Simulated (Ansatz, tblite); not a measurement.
**Ge(iPr)2Cl2 (C6H14Cl2Ge): rung by rung**

How do method and basis change the picture of Ge(iPr)2Cl2 (C6H14Cl2Ge) (singlet)?

The runs use Ansatz 0.2.0, Gaussian basis; as each input shows.

Levels to be run: GFN1-xTB, GFN2-xTB, PBE-D4/def2-TZVP, r2SCAN-D4/def2-TZVP, B3LYP-D4/def2-TZVP, PBE-QIDH/def2-TZVP, PBE-D4/def2-SVP, PBE0-D4/def2-SVP, HF/STO-3G, MP2/def2-SVP.

2 further runs of the same task are left out: 2 set aside as unsound or not needed. Runs told in other sessions of the task aren't counted.

## (1) The geometry

The singlet was relaxed beforehand with PBE-D4/def2-SVP.

23 atoms, charge 0, spin multiplicity 1.

Bond lengths: Ge1–C2 1.978 Å, Ge1–C12 1.978 Å, Ge1–Cl22 2.197 Å, Ge1–Cl23 2.198 Å, C2–C3 1.534 Å, C2–C4 1.531 Å, C2–H5 1.113 Å, C3–H6 1.110 Å, C3–H7 1.110 Å, C3–H8 1.111 Å, C4–H9 1.111 Å, C4–H10 1.108 Å, C4–H11 1.110 Å, C12–C13 1.534 Å, C12–C14 1.531 Å, C12–H15 1.113 Å, C13–H16 1.110 Å, C13–H17 1.110 Å and more. Angles: C2–Ge1–C12 119.0°, C2–Ge1–Cl22 108.0°, C2–Ge1–Cl23 107.0°, C12–Ge1–Cl22 107.0°, C12–Ge1–Cl23 108.0°, Cl22–Ge1–Cl23 107.3°, Ge1–C2–C3 109.2°, Ge1–C2–C4 110.8°, Ge1–C2–H5 104.0°, C3–C2–C4 113.3°, C3–C2–H5 109.7°, C4–C2–H5 109.5°, C2–C3–H6 112.5°, C2–C3–H7 111.1°, C2–C3–H8 110.5°, H6–C3–H7 107.8°, H6–C3–H8 107.3°, H7–C3–H8 107.4° and more.

PBE0-D4/def2-TZVP was run before; its log isn't repeated, and its numbers join the tables.

## (2) GFN1-xTB

Tight binding, by tblite at 300 K electronic temperature and without a spin-polarisation term:

```python
tblite.interface.Calculator('GFN1-xTB', numbers, positions, charge=0, uhf=0).singlepoint()
```

Energy -830.4000 eV, HOMO -11.45 eV, LUMO -5.87 eV; 0.021 s.

## (3) GFN2-xTB

Tight binding, by tblite at 300 K electronic temperature and without a spin-polarisation term:

```python
tblite.interface.Calculator('GFN2-xTB', numbers, positions, charge=0, uhf=0).singlepoint()
```

Energy -846.5077 eV, HOMO -10.79 eV, LUMO -5.33 eV; 0.015 s.

## (4) PBE-D4/def2-TZVP

start.molden holds the orbitals of an earlier run on this state, given as this run's starting guess.

Input file in.yaml:

```yaml
crystal:
  periodic: [false, false, false]
  atoms:
    - {symbol: Ge, position_ang: [-0.664529, -0.037494, -0.464040]}
    - {symbol: C, position_ang: [-0.820824, 0.211646, 1.492478]}
    - {symbol: C, position_ang: [-0.084075, -0.929031, 2.206937]}
    - {symbol: C, position_ang: [-2.289381, 0.337403, 1.907984]}
    - {symbol: H, position_ang: [-0.296980, 1.174908, 1.683950]}
    - {symbol: H, position_ang: [0.991853, -0.972818, 1.938258]}
    - {symbol: H, position_ang: [-0.534734, -1.912948, 1.960515]}
    - {symbol: H, position_ang: [-0.144966, -0.802366, 3.308824]}
    - {symbol: H, position_ang: [-2.371691, 0.510685, 3.001902]}
    - {symbol: H, position_ang: [-2.789975, 1.178329, 1.388009]}
    - {symbol: H, position_ang: [-2.850530, -0.589346, 1.668374]}
    - {symbol: C, position_ang: [1.135599, -0.190735, -1.270433]}
    - {symbol: C, position_ang: [1.966423, 1.043185, -0.895316]}
    - {symbol: C, position_ang: [1.036019, -0.417112, -2.781217]}
    - {symbol: H, position_ang: [1.568127, -1.095337, -0.787290]}
    - {symbol: H, position_ang: [2.072522, 1.165624, 0.202541]}
    - {symbol: H, position_ang: [1.508100, 1.971021, -1.296098]}
    - {symbol: H, position_ang: [2.990000, 0.967236, -1.320093]}
    - {symbol: H, position_ang: [2.046786, -0.542232, -3.224215]}
    - {symbol: H, position_ang: [0.441373, -1.321065, -3.020061]}
    - {symbol: H, position_ang: [0.551829, 0.446930, -3.281134]}
    - {symbol: Cl, position_ang: [-1.665524, 1.654823, -1.445162]}
    - {symbol: Cl, position_ang: [-1.795431, -1.851308, -0.974724]}
basis:
  gaussian: {orbitals: def2-TZVP, initial_orbitals: start.molden}
hamiltonian: {xc: pbe, dispersion: d4}
scf: {omitted_lower_state_checks: [starts]}
output: {orbitals: {seedname: orbitals}}
```

Started as:

```bash
> ansatz run in.yaml --threads 4 --pin off --events-out ev --progress --plain --max-ram 6963MiB
```

Output:

```text
Functional definition: PBE
  name "PBE"
  cite "Perdew, Burke & Ernzerhof, Phys. Rev. Lett. 77, 3865 (1996) doi:10.1103/PhysRevLett.77.3865"
  parent pbe
  parameter kappa = 0.804
  parameter beta = 0.06672455060314922
  exchange = pbe_x(kappa = kappa, mu = beta*pi^2/3)
  correlation = pbe_c(beta = beta)
these checks for a lower state are left out or cut short: starts
2566 factors; their error is unknown
mean field evaluation 1: about -87992.3917 eV, gradient 1.7e1 eV
mean field evaluation 2: about -87992.6094 eV, gradient 2.6e-1 eV
mean field evaluation 4: about -87992.5247 eV, gradient 1.1e-3 eV
mean field -87992.52465745 eV, -3233.6656376860 hartree, gradient 1.0e-5 eV, S^2 0.000000; 0 other end points of the search recorded, 0 dependent functions left out
reference -87992.52471815 eV, -3233.6656399167 hartree; 58, 58 occupied and 334, 334 virtual orbitals, 2566 factors
Total energy: -87993.23851656 eV, -3233.6918715243 hartree
Checks for a lower state left out: starts
```

It took 9 s on 4 threads of Arm Neoverse V1, shared host; peak memory 0.96 GiB.

Report: HOMO -6.58 eV, LUMO -1.20 eV.

## (5) r2SCAN-D4/def2-TZVP

in.yaml: that of step 4 with these lines changed.

```diff
@@ -28,3 +28,3 @@
   gaussian: {orbitals: def2-TZVP, initial_orbitals: start.molden}
-hamiltonian: {xc: pbe, dispersion: d4}
+hamiltonian: {xc: r2scan, dispersion: d4}
 scf: {omitted_lower_state_checks: [starts]}
```

Launched as before.

Output:

```text
Functional definition: r2SCAN
  name "r2SCAN"
  cite "Furness, Kaplan, Ning, Perdew & Sun, J. Phys. Chem. Lett. 11, 8208 (2020) doi:10.1021/acs.jpclett.0c02405"
  cite "Furness, Kaplan, Ning, Perdew & Sun, J. Phys. Chem. Lett. 11, 9248 (2020) doi:10.1021/acs.jpclett.0c03077"
  parent r2scan
  parameter k0 = 0.174
  parameter k1 = 0.065
  parameter a1 = 4.9479
  exchange = r2scan_x(k0 = k0, k1 = k1, a1 = a1)
  correlation = r2scan_c
these checks for a lower state are left out or cut short: starts
2566 factors; their error is unknown
mean field evaluation 1: about -88014.7651 eV, gradient 1.1e1 eV
mean field evaluation 2: about -88014.8412 eV, gradient 1.1e-1 eV
mean field evaluation 4: about -88014.7672 eV, gradient 7.6e-4 eV
mean field -88014.76721202 eV, -3234.4830364899 hartree, gradient 1.1e-5 eV, S^2 0.000000; 0 other end points of the search recorded, 0 dependent functions left out
reference -88014.76722813 eV, -3234.4830370818 hartree; 58, 58 occupied and 334, 334 virtual orbitals, 2566 factors
Total energy: -88014.96583121 eV, -3234.4903356105 hartree
Checks for a lower state left out: starts
```

Run time: 18 s. Hardware: 4 threads of Arm Neoverse V1, shared host; peak memory 1 GiB.

Report: HOMO -6.83 eV, LUMO -0.93 eV.

## (6) B3LYP-D4/def2-TZVP

in.yaml: that of step 5 with these lines changed.

```diff
@@ -28,3 +28,3 @@
   gaussian: {orbitals: def2-TZVP, initial_orbitals: start.molden}
-hamiltonian: {xc: r2scan, dispersion: d4}
+hamiltonian: {xc: {name: B3LYP}, dispersion: d4}
 scf: {omitted_lower_state_checks: [starts]}
```

Same command.

Output, shortened:

```text
Functional definition: B3LYP
  name "B3LYP"
  cite "Stephens, Devlin, Chabalowski & Frisch, J. Phys. Chem. 98, 11623 (1994) doi:10.1021/j100096a001"
  cite "Becke, Phys. Rev. A 38, 3098 (1988) doi:10.1103/PhysRevA.38.3098"
  cite "Lee, Yang & Parr, Phys. Rev. B 37, 785 (1988) doi:10.1103/PhysRevB.37.785"
  cite "Vosko, Wilk & Nusair, Can. J. Phys. 58, 1200 (1980) doi:10.1139/p80-159"
[...]
2611 factors; their error is unknown
[...]
mean field -88022.88657897 eV, -3234.7814177217 hartree, gradient 1.6e-5 eV, S^2 0.000000; 0 other end points of the search recorded, 0 dependent functions left out
reference -88022.88698052 eV, -3234.7814324782 hartree; 58, 58 occupied and 334, 334 virtual orbitals, 2611 factors
Total energy: -88024.02085090 eV, -3234.8231014462 hartree
Checks for a lower state left out: starts
```

Wall time 19 s (4 threads of Arm Neoverse V1, shared host); peak memory 2 GiB.

From the report: HOMO -7.57 eV, LUMO -0.51 eV.

## (7) PBE-QIDH/def2-TZVP

in.yaml: that of step 6 with these lines changed.

```diff
@@ -28,4 +28,3 @@
   gaussian: {orbitals: def2-TZVP, initial_orbitals: start.molden}
-hamiltonian: {xc: {name: B3LYP}, dispersion: d4}
+hamiltonian: {xc: {name: PBE-QIDH}}
 scf: {omitted_lower_state_checks: [starts]}
-output: {orbitals: {seedname: orbitals}}
```

Launched as before.

Output, shortened:

```text
Functional definition: PBE-QIDH
  name "PBE-QIDH"
  cite "Brémond, Sancho-García, Pérez-Jiménez & Adamo, J. Chem. Phys. 141, 031101 (2014) doi:10.1063/1.4890314"
  cite "Perdew, Burke & Ernzerhof, Phys. Rev. Lett. 77, 3865 (1996) doi:10.1103/PhysRevLett.77.3865"
[...]
2635 factors; integrals over basis functions are off by at most 1.3e-3 eV
[...]
mean field -87965.89910068 eV, -3232.6871665220 hartree, gradient 2.0e-6 eV, S^2 0.000000; 0 other end points of the search recorded, 0 dependent functions left out
25 core orbitals not correlated: weight in the atoms' cores, before any rotation towards them, 1.000 or more for the frozen orbitals, at most 0.000 for the correlated occupied ones
reference -87965.89911825 eV, -3232.6871671677 hartree; 33, 33 occupied and 334, 334 virtual orbitals, 2635 factors
second order -50.80857898 eV of doubles, -0.00000000 eV of singles
Total energy: -87982.83531124 eV, -3233.3095607804 hartree
Checks for a lower state left out: starts
```

It took 32 s on 4 threads of Arm Neoverse V1, shared host; peak memory 2.1 GiB.

## (8) PBE-D4/def2-SVP

in.yaml: that of step 7 with these lines changed.

```diff
@@ -27,4 +27,5 @@
 basis:
-  gaussian: {orbitals: def2-TZVP, initial_orbitals: start.molden}
-hamiltonian: {xc: {name: PBE-QIDH}}
+  gaussian: {orbitals: def2-SVP, initial_orbitals: start.molden}
+hamiltonian: {xc: pbe, dispersion: d4}
 scf: {omitted_lower_state_checks: [starts]}
+output: {orbitals: {seedname: orbitals}}
```

The command is unchanged.

Output:

```text
Functional definition: PBE
  name "PBE"
  cite "Perdew, Burke & Ernzerhof, Phys. Rev. Lett. 77, 3865 (1996) doi:10.1103/PhysRevLett.77.3865"
  parent pbe
  parameter kappa = 0.804
  parameter beta = 0.06672455060314922
  exchange = pbe_x(kappa = kappa, mu = beta*pi^2/3)
  correlation = pbe_c(beta = beta)
these checks for a lower state are left out or cut short: starts
2501 factors; their error is unknown
mean field evaluation 1: about -87969.5456 eV, gradient 1.3e1 eV
mean field evaluation 2: about -87969.8918 eV, gradient 2.6e-1 eV
mean field evaluation 4: about -87969.7554 eV, gradient 5.3e-4 eV
mean field -87969.75538677 eV, -3232.8288824221 hartree, gradient 8.5e-6 eV, S^2 0.000000; 0 other end points of the search recorded, 0 dependent functions left out
reference -87969.75543086 eV, -3232.8288840421 hartree; 58, 58 occupied and 164, 164 virtual orbitals, 2501 factors
Total energy: -87970.46922926 eV, -3232.8551156497 hartree
Checks for a lower state left out: starts
```

Run time: 4.2 s. Hardware: 4 threads of Arm Neoverse V1, shared host.

Report: HOMO -6.46 eV, LUMO -0.88 eV.

## (9) PBE0-D4/def2-SVP

in.yaml: that of step 8 with these lines changed.

```diff
@@ -28,3 +28,3 @@
   gaussian: {orbitals: def2-SVP, initial_orbitals: start.molden}
-hamiltonian: {xc: pbe, dispersion: d4}
+hamiltonian: {xc: pbe0, dispersion: d4}
 scf: {omitted_lower_state_checks: [starts]}
```

Launched as before.

Output:

```text
Functional definition: PBE0
  name "PBE0"
  cite "Adamo & Barone, J. Chem. Phys. 110, 6158 (1999) doi:10.1063/1.478522"
  cite "Perdew, Burke & Ernzerhof, Phys. Rev. Lett. 77, 3865 (1996) doi:10.1103/PhysRevLett.77.3865"
  parent pbe
  parameter a = 0.25
  parameter kappa = 0.804
  parameter beta = 0.06672455060314922
  exchange = (1 - a)*pbe_x(kappa = kappa, mu = beta*pi^2/3) + a*exact_x
  correlation = pbe_c(beta = beta)
these checks for a lower state are left out or cut short: starts
2254 factors; integrals over basis functions are off by at most 1.1e-3 eV
mean field evaluation 1: about -87974.2949 eV, gradient 8.5e0 eV
mean field evaluation 2: about -87974.4758 eV, gradient 1.3e-1 eV
mean field evaluation 4: about -87974.8525 eV, gradient 2.7e-3 eV
mean field -87974.85248617 eV, -3233.0161973701 hartree, gradient 4.6e-5 eV, S^2 0.000000; 0 other end points of the search recorded, 0 dependent functions left out
reference -87974.85252110 eV, -3233.0161986537 hartree; 58, 58 occupied and 164, 164 virtual orbitals, 2254 factors
Total energy: -87975.47347431 eV, -3233.0390182632 hartree
Checks for a lower state left out: starts
```

Run time: 7.5 s. Hardware: 4 threads of Arm Neoverse V1, shared host; peak memory 0.81 GiB.

HOMO -7.73 eV, LUMO 0.10 eV.

## (10) HF/STO-3G

in.yaml: that of step 9 with these lines changed.

```diff
@@ -27,4 +27,4 @@
 basis:
-  gaussian: {orbitals: def2-SVP, initial_orbitals: start.molden}
-hamiltonian: {xc: pbe0, dispersion: d4}
+  gaussian: {orbitals: STO-3G}
+hamiltonian: {xc: hf}
 scf: {omitted_lower_state_checks: [starts]}
```

Same command.

Output:

```text
Functional definition: HF
  name "HF"
  cite "Fock, Z. Phys. 61, 126 (1930) doi:10.1007/BF01340294"
  parent pbe
  exchange = exact_x
  correlation = 0
these checks for a lower state are left out or cut short: starts
1012 factors; integrals over basis functions are off by at most 3.4e-5 eV
mean field evaluation 1: about -86901.2671 eV, gradient 2.4e1 eV
mean field evaluation 2: about -86901.6671 eV, gradient 2.4e1 eV
mean field evaluation 4: about -86904.6055 eV, gradient 1.7e0 eV
mean field evaluation 8: about -86904.6193 eV, gradient 1.9e-2 eV
mean field -86904.61928659 eV, -3193.6858527155 hartree, gradient 2.9e-5 eV, S^2 0.000000; 0 other end points of the search recorded, 0 dependent functions left out
reference -86904.61928659 eV, -3193.6858527155 hartree; 58, 58 occupied and 22, 22 virtual orbitals, 1012 factors
Total energy: -86904.61928659 eV, -3193.6858527155 hartree
Checks for a lower state left out: starts
```

Wall time 0.7 s (4 threads of Arm Neoverse V1, shared host).

HOMO -9.28 eV, LUMO 7.25 eV.

## (11) MP2/def2-SVP

in.yaml: that of step 10 with these lines changed.

```diff
@@ -27,4 +27,4 @@
 basis:
-  gaussian: {orbitals: STO-3G}
-hamiltonian: {xc: hf}
+  gaussian: {orbitals: def2-SVP, initial_orbitals: start.molden}
+correlation: {method: mp2}
 scf: {omitted_lower_state_checks: [starts]}
```

Same command.

Output:

```text
Functional definition: HF
  name "HF"
  cite "Fock, Z. Phys. 61, 126 (1930) doi:10.1007/BF01340294"
  parent pbe
  exchange = exact_x
  correlation = 0
these checks for a lower state are left out or cut short: starts
2254 factors; integrals over basis functions are off by at most 1.1e-3 eV
mean field evaluation 1: about -87867.3933 eV, gradient 2.9e1 eV
mean field evaluation 2: about -87868.7645 eV, gradient 1.2e0 eV
mean field evaluation 4: about -87868.7811 eV, gradient 5.2e-2 eV
mean field evaluation 8: about -87868.7811 eV, gradient 1.4e-6 eV
mean field -87868.78114566 eV, -3229.1181475040 hartree, gradient 1.4e-6 eV, S^2 0.000000; 0 other end points of the search recorded, 0 dependent functions left out
25 core orbitals not correlated: weight in the atoms' cores, before any rotation towards them, 1.000 or more for the frozen orbitals, at most 0.000 for the correlated occupied ones
reference -87868.78114566 eV, -3229.1181475040 hartree; 33, 33 occupied and 164, 164 virtual orbitals, 2254 factors
second order -37.18499872 eV of doubles, -0.00000000 eV of singles
Total energy: -87905.96614438 eV, -3230.4846710021 hartree
Checks for a lower state left out: starts
```

Run time: 7.5 s. Hardware: 4 threads of Arm Neoverse V1, shared host; peak memory 0.77 GiB.

Report: Hartree-Fock HOMO -10.63 eV, LUMO 4.07 eV.

## (12) Levels side by side

```csv
level,functions,HOMO (eV),LUMO (eV),gap (eV),time
HF/STO-3G,80,-9.28,7.25,16.53,0.7 s
PBE-D4/def2-SVP,222,-6.46,-0.88,5.59,4.2 s
PBE-D4/def2-TZVP,392,-6.58,-1.20,5.37,9 s
r2SCAN-D4/def2-TZVP,392,-6.83,-0.93,5.90,18 s
B3LYP-D4/def2-TZVP,392,-7.57,-0.51,7.07,19 s
PBE0-D4/def2-SVP,222,-7.73,0.10,7.83,7.5 s
PBE0-D4/def2-TZVP,392,-7.77,-0.21,7.56,30 s
```

The pieces so far (eV):

```csv
basis,HF,MP2 correlation,total
def2-SVP,-87868.7811,-37.1850,-87905.9661 (MP2)
```

## (13) Binding energy

Free atoms were run apart at each level; binding is atoms less cluster, divided by the number of atoms, without zero-point or spin-orbit terms.

```csv
level,binding an atom (eV)
HF/STO-3G,3.836
HF/def2-SVP,3.029
PBE-D4/def2-SVP,4.060
PBE-D4/def2-TZVP,4.026
r2SCAN-D4/def2-TZVP,3.971
B3LYP-D4/def2-TZVP,3.948
PBE0-D4/def2-SVP,4.021
PBE0-D4/def2-TZVP,3.984
MP2/def2-SVP,3.830
```

## (14) Summary of results

| quantity | value |
| --- | --- |
| gap in def2-TZVP, named functionals, smallest and largest | 5.37 eV (PBE-D4), 7.56 eV (PBE0-D4) |
| correlation energy, MP2/def2-SVP | -37.18 eV |
| binding an atom, functionals in def2-TZVP | 3.95 (B3LYP-D4) to 4.03 eV (PBE-D4) |
| PBE0 total energy, smallest basis above largest | 22.46 eV (def2-SVP, def2-TZVP) |

In words: Over the named functionals in def2-TZVP the gap runs from 5.37 eV (PBE-D4) to 7.56 eV (PBE0-D4); exact exchange widens it.

The slowest run with a step of its own, PBE-QIDH/def2-TZVP, took 32 s; the quickest functional in def2-TZVP took 9 s (shared host).
